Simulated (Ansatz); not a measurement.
# ClFH4O2Si2: one species, many methods

Aim: compute ClFH4O2Si2 with functionals from several rungs and with coupled cluster. The yardstick is the atomisation energy at the CCSD(T) limit.

Method: functionals in def2-TZVPP, the program's frozen cores in correlated methods; program: Ansatz 0.2.0, Gaussian basis.

Plan: LDA (SPW92), PBE-D4, revPBE-D4, BLYP-D4, r2SCAN-D4, B97M-V, PBE0-D4, B3LYP-D4, r2SCANh-D4, r2SCAN0-D4, HSE06-D4, BHLYP-D4, CAM-B3LYP-D4, LC-ωPBE, ωB97X-V, ωB97M-V, B2PLYP, PBE-QIDH; CCSD(T)/def2-SVP; CCSD(T)/def2-TZVPP; MP2/def2-QZVPP; extrapolation to the limit; RPA on PBE.

## Step 1: Structure used throughout

All runs share one geometry, relaxed beforehand with PBE0-D4 in a triple-zeta def2 set.

SMILES `O[SiH](F)O[SiH2]Cl`, 10 atoms, charge 0, spin multiplicity 1.

Atoms are counted from 1 here; the program's logs count them from 0.

Bond lengths: O1–Si2 1.619 Å, O1–H7 0.960 Å, Si2–F3 1.589 Å, Si2–O4 1.628 Å, Si2–H8 1.464 Å, O4–Si5 1.622 Å, Si5–Cl6 2.062 Å, Si5–H9 1.476 Å, Si5–H10 1.476 Å. Angles: Si2–O1–H7 119.3°, O1–Si2–F3 110.6°, O1–Si2–O4 112.2°, O1–Si2–H8 108.5°, F3–Si2–O4 106.6°, F3–Si2–H8 108.8°, O4–Si2–H8 110.0°, Si2–O4–Si5 145.5°, O4–Si5–Cl6 109.2°, O4–Si5–H9 110.5°, O4–Si5–H10 109.5°, Cl6–Si5–H9 107.3°, Cl6–Si5–H10 107.6°, H9–Si5–H10 112.7°.

## Step 2: LDA

This LDA is Slater exchange with PW92 correlation.

Contents of in.yaml:

```yaml
crystal:
  periodic: [false, false, false]
  atoms:
    - {symbol: O, position_ang: [-0.751887, 0.159006, 1.981714]}
    - {symbol: Si, position_ang: [-0.843748, -0.912471, 0.771920]}
    - {symbol: F, position_ang: [-2.239056, -0.790910, 0.020540]}
    - {symbol: O, position_ang: [0.311318, -0.672998, -0.350225]}
    - {symbol: Si, position_ang: [1.093411, 0.427688, -1.248808]}
    - {symbol: Cl, position_ang: [0.749980, 2.305398, -0.468785]}
    - {symbol: H, position_ang: [-0.635761, 1.089349, 1.776551]}
    - {symbol: H, position_ang: [-0.725545, -2.259192, 1.334377]}
    - {symbol: H, position_ang: [0.578640, 0.427126, -2.632104]}
    - {symbol: H, position_ang: [2.545748, 0.175804, -1.182279]}
basis:
  gaussian: {orbitals: def2-TZVPP}
hamiltonian: {xc: lda}
output: {orbitals: {seedname: orbitals}}
```

Further steps of the session: PBE-D4 (GGA); revPBE-D4 (GGA); BLYP-D4 (GGA); r2SCAN-D4 (meta-GGA); B97M-V (meta-GGA); PBE0-D4 (hybrid); B3LYP-D4 (hybrid); r2SCANh-D4 (hybrid); r2SCAN0-D4 (hybrid); HSE06-D4 (hybrid); BHLYP-D4 (hybrid); CAM-B3LYP-D4 (range-separated); LC-ωPBE-D4 (range-separated); ωB97X-V (range-separated); ωB97M-V (range-separated); B2PLYP (double hybrid); PBE-QIDH (double hybrid); CCSD(T) in def2-SVP; CCSD(T) in def2-TZVPP; MP2 in def2-QZVPP; RPA on PBE orbitals.

Before running them: what should the planned runs give, taken together? Wanted: atomisation energy, CCSD(T)/CBS; farthest beyond LDA; mean size of error, GGA; mean size of error, meta-GGA; mean size of error, hybrid; mean size of error, range-separated; mean size of error, double hybrid; gap, smallest and largest; T1 diagnostic.

As calculated:

| quantity | value |
| --- | --- |
| atomisation energy, CCSD(T)/CBS | 932.7 kcal/mol |
| functionals within 4.7 kcal/mol (0.5 %) | ωB97X-V, ωB97M-V |
| farthest beyond LDA | BHLYP-D4 (-38.8 kcal/mol) |
| mean size of error, GGA | 18.0 kcal/mol |
| mean size of error, meta-GGA | 5.5 kcal/mol |
| mean size of error, hybrid | 22.4 kcal/mol |
| mean size of error, range-separated | 7.3 kcal/mol |
| mean size of error, double hybrid | 19.0 kcal/mol |
| gap, smallest and largest | 6.79 eV (LDA (SPW92)), 14.31 eV (LC-ωPBE) |
| T1 diagnostic | 0.0111 |
| triples share of the correlation energy | 3.3 % |

In words: The LDA atomisation energy is off by 116.2 kcal/mol (12 %): it overbinds. PBE-D4 misses by -6.4 kcal/mol. Double hybrids carry the basis error of their MP2 part in triple zeta, and no dispersion term here, so their miss is partly the set-up's. Taken by rung, meta-GGA functionals do best (5.5 kcal/mol on average) and hybrid ones worst beyond LDA (22.4 kcal/mol). The gap between the best rungs is small, so their order is not settled. The mean of the hybrids holds BHLYP, with half exact exchange. Misses under about 4.7 kcal/mol are within the doubt on the reference itself, which lacks core-valence correlation, relativity and higher excitations. Hartree-Fock recovers 73 % of the binding; the rest is correlation. CCSD(T) in def2-SVP is off by -88.3 kcal/mol, worse than the median functional, from the basis alone. The gap grows from 6.8 to 14.3 eV across the functionals, mostly with the share of exact exchange.
